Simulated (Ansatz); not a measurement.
# doublet [GeCl2]+ at 6 levels

Wanted: a comparison of 6 runs (UHF/3-21G, U-revPBE/aug-cc-pVDZ, UB2PLYP/aug-cc-pVDZ, RPA@PBE/aug-cc-pVDZ, UMP2/aug-cc-pVDZ, UCCSD(T)/aug-cc-pVDZ) of doublet [GeCl2]+. 

Program for the calculation: Ansatz 0.2.0.

36 further runs of the same task are left out: 36 set aside as unsound or not needed.

**1. The system as given**

The species is [GeCl2]+ (3 atoms), meant as a doublet with charge +1. SMILES of the parent species: `Cl[Ge]Cl`. The coordinates come from a PBE0-D4/def2-TZVP relaxation. That shape belongs to the parent species and isn't relaxed for this state.

Bond lengths: Cl1–Ge2 2.182 Å, Ge2–Cl3 2.182 Å. Angles: Cl1–Ge2–Cl3 100.0°.

**2. The energy at UHF/3-21G (run 1)**

in.yaml

```yaml
crystal:
  periodic: [false, false, false]
  atoms:
    - {symbol: Cl, position_ang: [-0.065420, -1.681680, 0.422740]}
    - {symbol: Ge, position_ang: [-0.421210, 0.067170, -0.832020]}
    - {symbol: Cl, position_ang: [0.486630, 1.614500, 0.409270]}
basis:
  gaussian:
    orbitals: 3-21G-spherical.json
total_charge: 1
magnetization:
  spin_polarized: true
  initial_magnetization: 1
hamiltonian:
  xc: hf
accuracy: high
output: {orbitals: {seedname: orbitals}}
```

The basis set 3-21G is read from a file made from the Basis Set Exchange's data (not shown).

Launch:

```
$ ansatz run in.yaml --threads 1 --pin off --max-ram 3480MiB --events-out events.jsonl --progress --plain --runs-dir runs
```

Log:

```text
Warning: RAYON_NUM_THREADS=1 ignored (pool sized by the plan → 1); use --threads N
Functional definition: HF
  name "HF"
  exchange = exact_x
  correlation = 0
857 factors; integrals over basis functions are off by at most 4.8e-9 eV
mean field evaluation 1: about -81076.7784 eV, gradient 2.0e1 eV
mean field evaluation 2: about -81076.7913 eV, gradient 2.0e1 eV
mean field evaluation 4: about -81080.4218 eV, gradient 1.6e0 eV
mean field evaluation 8: about -81080.4903 eV, gradient 1.2e-3 eV
mean field evaluation 16: about -81079.8097 eV, gradient 3.6e0 eV
mean field evaluation 32: about -81080.0629 eV, gradient 2.3e0 eV
mean field evaluation 64: about -81080.4700 eV, gradient 4.6e-1 eV
mean field -81080.49025463 eV, -2979.6530585273 hartree, gradient 4.6e-8 eV, S^2 0.783529; 0 other end points of the search recorded, 0 dependent functions left out
reference -81080.49025463 eV, -2979.6530585273 hartree; 33, 32 occupied and 15, 16 virtual orbitals, 857 factors
Total energy: -81080.49025463 eV, -2979.6530585273 hartree
```

Wall time 1.3 s (1 thread of Arm Neoverse V2, shared host); peak memory 0.14 GiB.

**3. A single-point energy at U-revPBE/aug-cc-pVDZ (run 2)**

job.yaml

```yaml
crystal:
  periodic: [false, false, false]
  atoms:
    - symbol: Cl
      position_ang: [-0.065420, -1.681680, 0.422740]
    - symbol: Ge
      position_ang: [-0.421210, 0.067170, -0.832020]
    - symbol: Cl
      position_ang: [0.486630, 1.614500, 0.409270]
basis:
  gaussian: {orbitals: aug-cc-pVDZ}
total_charge: 1
magnetization: {spin_polarized: true, initial_magnetization: 1}
hamiltonian: {xc: {name: revPBE}}
accuracy: high
output: {orbitals: {seedname: orbitals}}
```

Launch:

```
$ ansatz run job.yaml --threads 1 --pin off --max-ram 3480MiB --events-out events.jsonl --progress --plain --runs-dir runs
```

Log:

```text
Warning: RAYON_NUM_THREADS=1 ignored (pool sized by the plan → 1); use --threads N
Functional definition: revPBE
  name "revPBE"
  parameter kappa = 1.245
  parameter beta = 0.06672455060314922
  exchange = pbe_x(kappa = kappa, mu = beta*pi^2/3)
  correlation = pbe_c(beta = beta)
1753 factors; integrals over basis functions are off by at most 4.4e-9 eV
mean field evaluation 1: about -81540.6192 eV, gradient 3.0e1 eV
mean field evaluation 2: about -81495.2482 eV, gradient 8.5e1 eV
mean field evaluation 4: about -81546.1422 eV, gradient 7.3e0 eV
mean field evaluation 8: about -81546.4846 eV, gradient 5.3e-1 eV
mean field evaluation 16: about -81546.4869 eV, gradient 2.2e-5 eV
mean field evaluation 32: about -81546.4224 eV, gradient 2.5e0 eV
mean field evaluation 64: about -81546.4224 eV, gradient 2.5e0 eV
mean field -81546.48685191 eV, -2996.7781176137 hartree, gradient 3.2e-8 eV, S^2 0.753311; 6 other end points of the search recorded, 0 dependent functions left out
reference -81546.48686018 eV, -2996.7781179175 hartree; 33, 32 occupied and 57, 58 virtual orbitals, 1753 factors
Total energy: -81546.48686018 eV, -2996.7781179175 hartree
```

Run time: 23 s. Hardware: 1 thread of Arm Neoverse V2, shared host; peak memory 0.31 GiB.

Runs 3 to 4 aren't shown in full; the table further down has their settings and results.

**4. The energy at UMP2/aug-cc-pVDZ (run 5)**

molecule.yaml

```yaml
crystal:
  periodic: [false, false, false]
  atoms:
    - {symbol: Cl, position_ang: [-0.065420, -1.681680, 0.422740]}
    - {symbol: Ge, position_ang: [-0.421210, 0.067170, -0.832020]}
    - {symbol: Cl, position_ang: [0.486630, 1.614500, 0.409270]}
basis:
  gaussian:
    orbitals: aug-cc-pVDZ
total_charge: 1
magnetization:
  spin_polarized: true
  initial_magnetization: 1
correlation:
  method: mp2
  frozen_orbitals: {Cl: 5, Ge: 9}
accuracy: high
```

Launch:

```
$ ansatz run molecule.yaml --threads 1 --pin off --max-ram 3480MiB --events-out events.jsonl --progress --plain --runs-dir runs
```

Log, cut to the lines that bear on the results:

```text
Warning: RAYON_NUM_THREADS=1 ignored (pool sized by the plan → 1); use --threads N
Functional definition: HF
  name "HF"
[...]
1753 factors; integrals over basis functions are off by at most 4.4e-9 eV
[...]
mean field -81473.14434622 eV, -2994.0828302428 hartree, gradient 1.8e-8 eV, S^2 0.789027; 2 other end points of the search recorded, 0 dependent functions left out
19 core orbitals not correlated: weight in the atoms' cores, before any rotation towards them, 1.000 or more for the frozen orbitals, at most 0.000 for the correlated occupied ones
reference -81473.14434622 eV, -2994.0828302428 hartree; 14, 13 occupied and 57, 58 virtual orbitals, 1753 factors
second order -9.93574207 eV of doubles, -0.00000000 eV of singles
Total energy: -81483.08008829 eV, -2994.4479620292 hartree
```

Wall time 8.1 s (1 thread of Arm Neoverse V2, shared host); peak memory 0.37 GiB.

**5. A single-point energy at UCCSD(T)/aug-cc-pVDZ (run 6)**

input.yaml

```yaml
crystal:
  periodic: [false, false, false]
  atoms:
    - {symbol: Cl, position_ang: [-0.065420, -1.681680, 0.422740]}
    - {symbol: Ge, position_ang: [-0.421210, 0.067170, -0.832020]}
    - {symbol: Cl, position_ang: [0.486630, 1.614500, 0.409270]}
basis:
  gaussian:
    orbitals: aug-cc-pVDZ
scf:
  omitted_lower_state_checks: [cluster_reference, increment]
magnetization:
  spin_polarized: true
  initial_magnetization: 1
accuracy: high
correlation:
  method: ccsd_t
  frozen_orbitals: {Cl: 5, Ge: 9}
total_charge: 1
```

Launch:

```
$ ansatz run input.yaml --threads 1 --pin off --max-ram 3480MiB --events-out events.jsonl --progress --plain --runs-dir runs
```

Log, cut to the lines that bear on the results:

```text
Warning: RAYON_NUM_THREADS=1 ignored (pool sized by the plan → 1); use --threads N
Functional definition: HF
  name "HF"
[...]
1753 factors; integrals over basis functions are off by at most 4.4e-9 eV
[...]
mean field -81473.14434622 eV, -2994.0828302428 hartree, gradient 1.8e-8 eV, S^2 0.789027; 2 other end points of the search recorded, 0 dependent functions left out
19 core orbitals not correlated: weight in the atoms' cores, before any rotation towards them, 1.000 or more for the frozen orbitals, at most 0.000 for the correlated occupied ones
reference -81473.14434622 eV, -2994.0828302428 hartree; 14, 13 occupied and 57, 58 virtual orbitals, 1753 factors
second order -9.93574207 eV of doubles, -0.00000000 eV of singles
cycle   1  -10.41885991 eV  change   -4.8e-1 eV  update   9.8e-2
[...]
cycle  29  -10.79183194 eV  change   6.5e-10 eV  update   2.1e-9
perturbative correction -0.43335347 eV, -0.0159254462 hartree
Total energy: -81484.36953163 eV, -2994.4953481979 hartree
Checks for a lower state left out: cluster_reference, increment
```

It took 32 s on 1 thread of Arm Neoverse V2, shared host; peak memory 0.64 GiB.

**6. The series**

| run | level | frozen core orbitals | energy (Eh) | ⟨S²⟩ | wall time |
| --- | --- | --- | --- | --- | --- |
| 1 | UHF/3-21G | – | -2979.653059 | 0.784 | 1.3 s |
| 2 | U-revPBE/aug-cc-pVDZ | – | -2996.778118 | 0.753 | 23 s |
| 3 | UB2PLYP/aug-cc-pVDZ | 19 | -2996.406277 | 0.769 | 31 s |
| 4 | RPA@PBE/aug-cc-pVDZ | 19 | -2994.658711 | 0.753 | 31 s |
| 5 | UMP2/aug-cc-pVDZ | 19 | -2994.447962 | 0.789 | 8.1 s |
| 6 | UCCSD(T)/aug-cc-pVDZ | 19 | -2994.495348 | 0.789 | 32 s |

**7. Outcome**

```
                                           quantity           value
                                run 6: total energy  -2994.49535 Eh
run 6: correlation energy (19 core orbitals frozen)      -412.5 mEh
                              run 6: (T) correction      -15.93 mEh
           run 6: ⟨S²⟩ of the reference determinant           0.789
                               run 6: T1 diagnostic           0.020
```

What this shows: Totals of different functionals can't be ranked against each other. All runs together took 2.1 min, the longest 32 s.
